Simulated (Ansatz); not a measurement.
# CH₅AlSSi: a ladder of functionals and wavefunction methods

An exercise on one series of results from a longer session: the logs are not shown, and one member is left open.

Method: functionals in def2-TZVPP, the program's frozen cores in correlated methods; program: Ansatz 0.2.0, Gaussian basis.

The runs, in order: LDA (SPW92), PBE-D4, revPBE-D4, BLYP-D4, r2SCAN-D4, B97M-V, PBE0-D4, B3LYP-D4, r2SCANh-D4, r2SCAN0-D4, HSE06-D4, BHLYP-D4, CAM-B3LYP-D4, LC-ωPBE, ωB97X-V, ωB97M-V, B2PLYP, PBE-QIDH; CCSD(T)/def2-SVP; CCSD(T)/def2-TZVPP; MP2/def2-QZVPP; extrapolation to the limit; RPA on PBE.

**The geometry**

The geometry comes from an earlier relaxation with PBE0-D4 in a triple-zeta def2 set; it is a stationary point, not always the lowest conformer.

9 atoms, charge 0, spin multiplicity 1.

Atoms are counted from 1 here; the program's logs count them from 0.

Bond lengths: Al1–C2 1.961 Å, Al1–S4 2.430 Å, Al1–H5 1.583 Å, Al1–H6 1.586 Å, C2–Si3 1.817 Å, C2–H7 1.086 Å, Si3–S4 2.131 Å, Si3–H8 1.478 Å, Si3–H9 1.476 Å. Angles: C2–Al1–S4 51.9°, C2–Al1–H5 118.7°, C2–Al1–H6 115.8°, S4–Al1–H5 109.7°, S4–Al1–H6 110.7°, H5–Al1–H6 124.7°, Al1–C2–Si3 109.0°, Al1–C2–H7 129.4°, Si3–C2–H7 120.4°, C2–Si3–S4 59.1°, C2–Si3–H8 120.8°, C2–Si3–H9 120.2°, S4–Si3–H8 113.4°, S4–Si3–H9 117.4°, H8–Si3–H9 114.1° and more.

The first run:

Input file in.yaml:

```yaml
crystal:
  periodic: [false, false, false]
  atoms:
    - {symbol: Al, position_ang: [-0.448819, 1.390114, -0.694694]}
    - {symbol: C, position_ang: [0.837546, -0.045390, -0.335842]}
    - {symbol: Si, position_ang: [0.186388, -1.105723, 0.988015]}
    - {symbol: S, position_ang: [-0.779128, -1.007963, -0.908792]}
    - {symbol: H, position_ang: [-0.459589, 2.059576, -2.129325]}
    - {symbol: H, position_ang: [-1.224817, 1.952121, 0.569281]}
    - {symbol: H, position_ang: [1.701974, -0.356553, -0.915227]}
    - {symbol: H, position_ang: [0.793061, -2.424016, 1.270006]}
    - {symbol: H, position_ang: [-0.518114, -0.508367, 2.139577]}
basis:
  gaussian: {orbitals: def2-TZVPP}
hamiltonian: {xc: lda}
output: {orbitals: {seedname: orbitals}}
```

On the command line:

```bash
> ansatz run in.yaml --threads 2 --pin off --events-out ev --progress --plain --max-ram 4352MiB
```

Among the steps run: LDA; PBE-D4 (GGA); revPBE-D4 (GGA); BLYP-D4 (GGA); r2SCAN-D4 (meta-GGA); B97M-V (meta-GGA); PBE0-D4 (hybrid); B3LYP-D4 (hybrid); r2SCANh-D4 (hybrid); r2SCAN0-D4 (hybrid); HSE06-D4 (hybrid); BHLYP-D4 (hybrid); CAM-B3LYP-D4 (range-separated); LC-ωPBE (range-separated); ωB97X-V (range-separated); ωB97M-V (range-separated); B2PLYP (double hybrid); PBE-QIDH (double hybrid).

One of the session's tables, all rows but one given; the rest of the session is left out.

It belongs to the step «Orbital energies across the functionals». 

| functional | HOMO (eV) | gap (eV) |
| --- | --- | --- |
| LDA (SPW92) | -6.50 | 4.54 |
| PBE-D4 | -6.38 | 4.63 |
| revPBE-D4 | -6.33 | 4.67 |
| BLYP-D4 | -6.20 | 4.57 |
| r2SCAN-D4 | ? | ? |
| B97M-V | -6.74 | 5.17 |
| PBE0-D4 | -7.53 | 6.60 |
| B3LYP-D4 | -7.28 | 6.15 |
| r2SCANh-D4 | -7.05 | 5.89 |
| r2SCAN0-D4 | -7.69 | 6.94 |
| HSE06-D4 | -7.13 | 5.84 |
| BHLYP-D4 | -8.53 | 8.45 |
| CAM-B3LYP-D4 | -8.80 | 8.85 |
| LC-ωPBE | -10.16 | 11.34 |
| ωB97X-V | -9.82 | 10.86 |
| ωB97M-V | -9.66 | 10.42 |

Estimate the missing values for r2SCAN-D4.

Worked estimate for «HOMO (eV)». Against the share of exact exchange, r2SCANh-D4 (0.1, -7.05), r2SCAN0-D4 (0.25, -7.69) give a slope of -4.27 per unit share; at 0 the line stands at -6.62.

As computed: HOMO (eV): -6.62; gap (eV): 5.17. In «HOMO (eV)» the line misses by 0.00.
